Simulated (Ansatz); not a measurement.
# CH₃NOSSi: basis-set convergence

An exercise on one series of results from a longer session: the logs are not shown, and one member is left open.

The runs use Ansatz 0.2.0, Gaussian basis; one geometry, several basis sets.

The runs, in order: PBE0-D4/def2-SVP; ωB97M-V/def2-SVP; PBE0-D4/def2-QZVPP; ωB97M-V/def2-QZVPP; the functionals' def2-TZVPP values are taken from earlier runs.

### Structure used throughout

The geometry comes from an earlier relaxation with PBE0-D4 in a triple-zeta def2 set; it is a stationary point, not always the lowest conformer.

SMILES `N=C1S[SiH]1O`, 8 atoms, charge 0, spin multiplicity 1.

Atoms are counted from 1 here; the program's logs count them from 0.

Bond lengths: N1–C2 1.252 Å, N1–H6 1.020 Å, C2–S3 1.831 Å, C2–Si4 1.825 Å, S3–Si4 2.100 Å, Si4–O5 1.628 Å, Si4–H7 1.472 Å, O5–H8 0.960 Å. Angles: C2–N1–H6 110.6°, N1–C2–S3 127.6°, N1–C2–Si4 162.3°, S3–C2–Si4 70.1°, C2–S3–Si4 54.8°, C2–Si4–S3 55.1°, C2–Si4–O5 124.0°, C2–Si4–H7 122.3°, S3–Si4–O5 121.8°, S3–Si4–H7 120.6°, O5–Si4–H7 106.1°, Si4–O5–H8 117.8°.

Set-up of the first run:

Contents of in.yaml:

```yaml
crystal:
  periodic: [false, false, false]
  atoms:
    - {symbol: N, position_ang: [0.190863, 1.673758, 1.393294]}
    - {symbol: C, position_ang: [0.219834, 0.565647, 0.811552]}
    - {symbol: S, position_ang: [-0.007878, -1.092762, 1.554459]}
    - {symbol: Si, position_ang: [0.323030, -0.715292, -0.484637]}
    - {symbol: O, position_ang: [-0.831642, -0.972784, -1.603435]}
    - {symbol: H, position_ang: [0.347304, 2.431877, 0.729125]}
    - {symbol: H, position_ang: [1.597601, -1.091483, -1.118195]}
    - {symbol: H, position_ang: [-1.746812, -0.855962, -1.337863]}
basis:
  gaussian: {orbitals: def2-SVP}
hamiltonian: {xc: pbe0, dispersion: d4}
output: {orbitals: {seedname: orbitals}}
```

Among the steps run: PBE0-D4 in def2-SVP; ωB97M-V in def2-SVP; PBE0-D4 in def2-QZVPP; ωB97M-V in def2-QZVPP.

One of the session's tables, all rows but one given; the rest of the session is left out.

It belongs to the step «Density functionals: the series». 

| functional | basis | HOMO (eV) |
| --- | --- | --- |
| PBE0-D4 | def2-SVP | -6.86 |
| PBE0-D4 | def2-TZVPP | -7.01 |
| PBE0-D4 | def2-QZVPP | -7.05 |
| ωB97M-V | def2-SVP | -8.95 |
| ωB97M-V | def2-TZVPP | -9.14 |
| ωB97M-V | def2-QZVPP | ? |

Estimate the missing values for ωB97M-V, def2-QZVPP.

The run gave: HOMO (eV): -9.19. In the column «HOMO (eV)» it is the lowest.
